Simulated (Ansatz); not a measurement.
**C2H5BOSi: basis-set convergence**

Aim: see how fast density functionals converge with the basis set for C2H5BOSi.

The runs use Ansatz 0.2.0, Gaussian basis; one geometry, several basis sets.

Plan: PBE0-D4/def2-SVP; ωB97M-V/def2-SVP; PBE0-D4/def2-QZVPP; ωB97M-V/def2-QZVPP; the functionals' def2-TZVPP values are taken from earlier runs.

## 1. The geometry

All runs share one geometry, relaxed beforehand with PBE0-D4 in a triple-zeta def2 set.

10 atoms, charge 0, spin multiplicity 1.

Atoms are counted from 1 here; the program's logs count them from 0.

Bond lengths: B1–C2 1.542 Å, B1–H6 1.192 Å, B1–H7 1.194 Å, C2–C3 1.358 Å, C2–O5 1.405 Å, C3–Si4 1.840 Å, C3–H8 1.078 Å, Si4–O5 1.696 Å, Si4–H9 1.483 Å, Si4–H10 1.483 Å. Angles: C2–B1–H6 121.2°, C2–B1–H7 117.5°, H6–B1–H7 121.3°, B1–C2–C3 129.4°, B1–C2–O5 122.1°, C3–C2–O5 108.5°, C2–C3–Si4 84.3°, C2–C3–H8 127.1°, Si4–C3–H8 148.6°, C3–Si4–O5 78.6°, C3–Si4–H9 119.2°, C3–Si4–H10 119.2°, O5–Si4–H9 113.0°, O5–Si4–H10 113.0°, H9–Si4–H10 110.0°, C2–O5–Si4 88.6°.

## 2. PBE0-D4 in def2-SVP

in.yaml

```yaml
crystal:
  periodic: [false, false, false]
  atoms:
    - {symbol: B, position_ang: [-1.059147, -0.359847, -1.653854]}
    - {symbol: C, position_ang: [-0.210169, -0.035556, -0.407640]}
    - {symbol: C, position_ang: [-0.146824, -0.681647, 0.785152]}
    - {symbol: Si, position_ang: [1.079621, 0.620538, 1.217973]}
    - {symbol: O, position_ang: [0.667796, 1.060952, -0.367221]}
    - {symbol: H, position_ang: [-0.999903, 0.314906, -2.634924]}
    - {symbol: H, position_ang: [-1.777439, -1.311717, -1.598531]}
    - {symbol: H, position_ang: [-0.696152, -1.561483, 1.077876]}
    - {symbol: H, position_ang: [2.508040, 0.250085, 1.364629]}
    - {symbol: H, position_ang: [0.717276, 1.652469, 2.219440]}
basis:
  gaussian: {orbitals: def2-SVP}
hamiltonian: {xc: pbe0, dispersion: d4}
output: {orbitals: {seedname: orbitals}}
```

Started as:

```console
$ ansatz run in.yaml --threads 2 --pin off --events-out ev --progress --plain --max-ram 4352MiB
```

Further steps of the session: ωB97M-V in def2-SVP; PBE0-D4 in def2-QZVPP; ωB97M-V in def2-QZVPP.

**Question.** What will the summary of the whole plan be? Wanted: PBE0-D4: double and triple zeta above quadruple; ωB97M-V: double and triple zeta above quadruple.

As calculated:

| quantity | value |
| --- | --- |
| PBE0-D4: double and triple zeta above quadruple | 9.01, 0.55 eV |
| ωB97M-V: double and triple zeta above quadruple | 9.21, 0.51 eV |

In words: For PBE0-D4 the step from double to triple zeta gains 8.47 eV and the next only 0.55 eV. These are total energies; as a rule much of such shifts cancels in differences, which this series doesn't test.
